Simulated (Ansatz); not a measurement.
# CH₇GaOSi: one species, many methods

An exercise on one series of results from a longer session: the logs are not shown, and one member is left open.

Method: functionals in def2-TZVPP, the program's frozen cores in correlated methods; program: Ansatz 0.2.0, Gaussian basis.

Plan: LDA (SPW92), PBE-D4, revPBE-D4, BLYP-D4, r2SCAN-D4, B97M-V, PBE0-D4, B3LYP-D4, r2SCANh-D4, r2SCAN0-D4, HSE06-D4, BHLYP-D4, CAM-B3LYP-D4, LC-ωPBE, ωB97X-V, ωB97M-V, B2PLYP, PBE-QIDH; CCSD(T)/def2-SVP; CCSD(T)/def2-TZVPP; MP2/def2-QZVPP; extrapolation to the limit; RPA on PBE.

1 further run of the same task is left out (it didn't finish).

## The relaxed structure

An earlier PBE0-D4 in a triple-zeta def2 set relaxation fixed the geometry.

SMILES `C[SiH](O)[GaH2]`, 11 atoms, charge 0, spin multiplicity 1.

Atoms are counted from 1 here; the program's logs count them from 0.

Bond lengths: C1–Si2 1.872 Å, C1–H5 1.094 Å, C1–H6 1.094 Å, C1–H7 1.092 Å, Si2–O3 1.664 Å, Si2–Ga4 2.424 Å, Si2–H8 1.498 Å, O3–H9 0.959 Å, Ga4–H10 1.578 Å, Ga4–H11 1.575 Å. Angles: Si2–C1–H5 110.2°, Si2–C1–H6 111.3°, Si2–C1–H7 111.3°, H5–C1–H6 107.5°, H5–C1–H7 108.0°, H6–C1–H7 108.4°, C1–Si2–O3 111.6°, C1–Si2–Ga4 114.1°, C1–Si2–H8 106.9°, O3–Si2–Ga4 102.4°, O3–Si2–H8 109.4°, Ga4–Si2–H8 112.4°, Si2–O3–H9 117.6°, Si2–Ga4–H10 121.2°, Si2–Ga4–H11 122.1°, H10–Ga4–H11 116.7°.

The first run:

in.yaml reads:

```yaml
crystal:
  periodic: [false, false, false]
  atoms:
    - {symbol: C, position_ang: [-0.839901, 1.394714, -0.046954]}
    - {symbol: Si, position_ang: [-0.259911, -0.326334, 0.405970]}
    - {symbol: O, position_ang: [0.735318, -0.306448, 1.739838]}
    - {symbol: Ga, position_ang: [1.140953, -1.372262, -1.273061]}
    - {symbol: H, position_ang: [-1.492847, 1.354094, -0.924313]}
    - {symbol: H, position_ang: [-1.410576, 1.849554, 0.768042]}
    - {symbol: H, position_ang: [0.003264, 2.047730, -0.283174]}
    - {symbol: H, position_ang: [-1.485669, -1.131652, 0.710290]}
    - {symbol: H, position_ang: [0.345026, -0.063508, 2.581051]}
    - {symbol: H, position_ang: [2.073051, -0.510937, -2.210533]}
    - {symbol: H, position_ang: [1.191291, -2.934940, -1.467155]}
basis:
  gaussian: {orbitals: def2-TZVPP}
hamiltonian: {xc: lda}
output: {orbitals: {seedname: orbitals}}
```

Run with:

```console
$ ansatz run in.yaml --threads 2 --pin off --events-out ev --progress --plain --max-ram 4352MiB
```

Among the steps run: LDA; PBE-D4 (GGA); revPBE-D4 (GGA); BLYP-D4 (GGA); r2SCAN-D4 (meta-GGA); B97M-V (meta-GGA); PBE0-D4 (hybrid); B3LYP-D4 (hybrid); r2SCANh-D4 (hybrid); r2SCAN0-D4 (hybrid); HSE06-D4 (hybrid); BHLYP-D4 (hybrid); CAM-B3LYP-D4 (range-separated); LC-ωPBE (range-separated); ωB97X-V (range-separated); ωB97M-V (range-separated); B2PLYP (double hybrid); PBE-QIDH (double hybrid).

One of the session's tables, all rows but one given; the rest of the session is left out.

It belongs to the step «Orbital energies across the functionals». 

```
  functional  HOMO (eV)  LUMO (eV)  gap (eV)
 LDA (SPW92)      -6.16      -3.05      3.11
      PBE-D4      -6.07      -2.80      3.28
   revPBE-D4      -6.03      -2.67      3.36
     BLYP-D4      -5.95      -2.72      3.23
   r2SCAN-D4      -6.32      -2.56      3.76
      B97M-V          ?          ?         ?
     PBE0-D4      -7.16      -1.98      5.18
    B3LYP-D4      -6.98      -2.24      4.74
  r2SCANh-D4      -6.72      -2.27      4.45
  r2SCAN0-D4      -7.32      -1.85      5.47
    HSE06-D4      -6.77      -2.35      4.42
    BHLYP-D4      -8.16      -1.20      6.96
CAM-B3LYP-D4      -8.43      -1.05      7.38
     LC-ωPBE      -9.71       0.15      9.87
     ωB97X-V      -9.40      -0.02      9.38
     ωB97M-V      -9.19      -0.25      8.94
```

Q: Estimate the row for B97M-V from the others.

The run gave: HOMO (eV): -6.40; LUMO (eV): -2.77; gap (eV): 3.64. In the column «HOMO (eV)» it lies between r2SCANh-D4 (-6.72) and r2SCAN-D4 (-6.32).
